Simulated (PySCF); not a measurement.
# SiNBr: singlet, from a bent start

Aim: relax SiNBr as a singlet from a hand-made bent geometry, check by its vibrations whether the end is a minimum, and collect its spectrum and constants.

The runs use PySCF 2.14.0; PBE0, basis Si def2-TZVP, N def2-TZVP, Br def2-TZVP, no relativity, density fitting.

### Step 1. The system as given

3 atoms, charge 0, spin multiplicity 1.

Bond lengths: Si1–N2 1.670 Å, Si1–Br3 2.300 Å. Angles: N2–Si1–Br3 110.0°.

Coordinates in bohr (charge 0 multiplicity 1):
```
Si    0.0000    0.0000    0.0000
N    -2.5851    0.0000    1.8102
Br    3.5602    0.0000    2.4929
```

### Step 2. First SCF at the start

One driver script runs all steps and calls PySCF; scf.py shows how it sets up the SCF of each step. The optimiser is the driver's own. After this first run the driver tries any further starts and a stability analysis.

File scf.py:

```python
from pyscf import gto, scf, dft
mol = gto.M(atom='''
Si     0.000000     0.000000     0.000000
N     -1.368000     0.000000     0.957900
Br     1.884000     0.000000     1.319200''',
    basis={'Si': 'def2-TZVP', 'N': 'def2-TZVP', 'Br': 'def2-TZVP'},
    charge=0, spin=0)
mf = dft.RKS(mol, xc='PBE0')
mf.grids.atom_grid = (50, 194)
aux = {'Si': 'def2-universal-JKFIT', 'N': 'def2-universal-JKFIT', 'Br': 'def2-universal-JKFIT'}
mf = mf.density_fit(auxbasis=aux)
mf.conv_tol = 1e-08
mf.diis_space = 10
mf.max_cycle = 60
mf.init_guess = 'minao'
mf.verbose = 4
mf.kernel()
```

Launch:

```bash
$ OMP_NUM_THREADS=2 python axn.py task.json out
```

The runs that follow: Bent start, singlet: relaxation; Vibrations and properties at this point.

**Question.** What will these runs give? Wanted: minimum; geometry; wavenumbers; dipole moment; highest occupied, lowest empty level; polar-tensor charge of Si1; zero-point energy; atomisation energy.

The runs gave:

| quantity | value |
| --- | --- |
| minimum | singlet, C∞v |
| geometry | Si–Br 2.171 Å, Si–N 1.558 Å; Br–Si–N 180.0° |
| wavenumbers (cm⁻¹) | 129 (π), 395 (σ+), 1264 (σ+) |
| dipole moment | 4.62 D |
| highest occupied, lowest empty level | -7.76, -3.39 eV |
| polar-tensor charge of Si1 | +0.57 e |
| zero-point energy | 11.5 kJ/mol |
| entropy at 298.15 K | 271.8 J/(mol K) |
| atomisation energy (no zero-point energy) | 677 kJ/mol |

**Reading.** From Cs at the start the molecule goes to a C∞v minimum. The strongest infrared band lies at 395 cm⁻¹ (σ+, stretch). Other starts or spin states, not run here, may lie lower.
